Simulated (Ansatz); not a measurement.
# KNi2: the cost of one run

Program: Ansatz 0.2.0. Level of theory: DFT PBE, scalar-relativistic, plane waves, PAW. These are calculated values, not measurements.

1 further run of the same task is left out (it didn't finish).

## Step 1: Starting point

Symmetry: P6/mmm, No. 191, hexagonal system. Conventional cell: a = 3.876 Å, b = 3.876 Å, c = 5.257 Å, α = 90.00°, β = 90.00°, γ = 120.00°. Around K (site symmetry 6/mmm) lie 12 Ni at 3.45 Å and 6 K at 3.88 Å. Ni (site symmetry -6m2) is surrounded by 3 Ni at 2.24 Å.

As a file:

```
K Ni
1.0
     3.87551    0.00000    0.00000
    -1.93776    3.35629    0.00000
     0.00000    0.00000    5.25708
K Ni
1 2
Direct
  0.00000 0.00000 0.00000
  0.33333 0.66667 0.50000
  0.66667 0.33333 0.50000
```

The cell was relaxed beforehand at this level, from a database cell with other species swapped in; it needn't be the stable form of this composition. At a tolerance of 0.05 Å it has space group P6/mmm (No. 191); it has 22.79 Å³/atom, an uncorrected energy of +0.62 eV/atom over the elements.

## Step 2: Electronic structure at the relaxed geometry

Input file input.yaml:

```yaml
crystal:
  lattice:
    - [3.8755127907, 0.0, 0.0]
    - [-1.9377563954, 3.3562925295, 0.0]
    - [0.0, 0.0, 5.2570757182]
  atoms:
    - { symbol: K, position: [0.0, 0.0, 0.0] }
    - { symbol: Ni, position: [0.3333333333, 0.6666666667, 0.5], spin: 0.69 }
    - { symbol: Ni, position: [0.6666666667, 0.3333333333, 0.5], spin: 0.69 }
basis:
  ecutwfc: 420
kpoints:
  mp_grid: { grid: [12, 12, 10] }
  band_path:
    path:
      - [[0.0, 0.0, 0.0], [0.5, 0.0, 0.0], [0.33333333, 0.33333333, 0.0], [0.0, 0.0, 0.0], [0.0, 0.0, 0.5], [0.5, 0.0, 0.5], [0.33333333, 0.33333333, 0.5], [0.0, 0.0, 0.5]]
      - [[0.5, 0.0, 0.5], [0.5, 0.0, 0.0]]
      - [[0.33333333, 0.33333333, 0.5], [0.33333333, 0.33333333, 0.0]]
    npoints: 14
hamiltonian:
  xc: pbe
scf:
  occupations: { method: gaussian, width: 0.1 }
  n_extra_bands: 7
output:
  forces: true
  stress: true
  eigenvalues: true
  populations: true
  dos: { projected: true, de: 0.02, nscf_kmesh: { grid: [15, 15, 12] } }
  bader: true
  write_density: true
  write_potential: true
  elf: true
  volumetric_format: npy
magnetization:
  spin_polarized: true
checkpoint:
  read: start.run
  write: ck
  compress: false
  write_wavefunctions: false
  write_every: 100000
```

The run is started by

```
ansatz run input.yaml --threads 1 --pin off --max-ram 2048MiB --backend cpu --events-out ev --progress --plain --runs-dir out
```

What time and memory should one allow on 1 thread of Intel Xeon Platinum 8259CL at 2.50GHz (Skylake/Cascade Lake), shared host?

About 75 s, with a peak of 0.69 GiB.
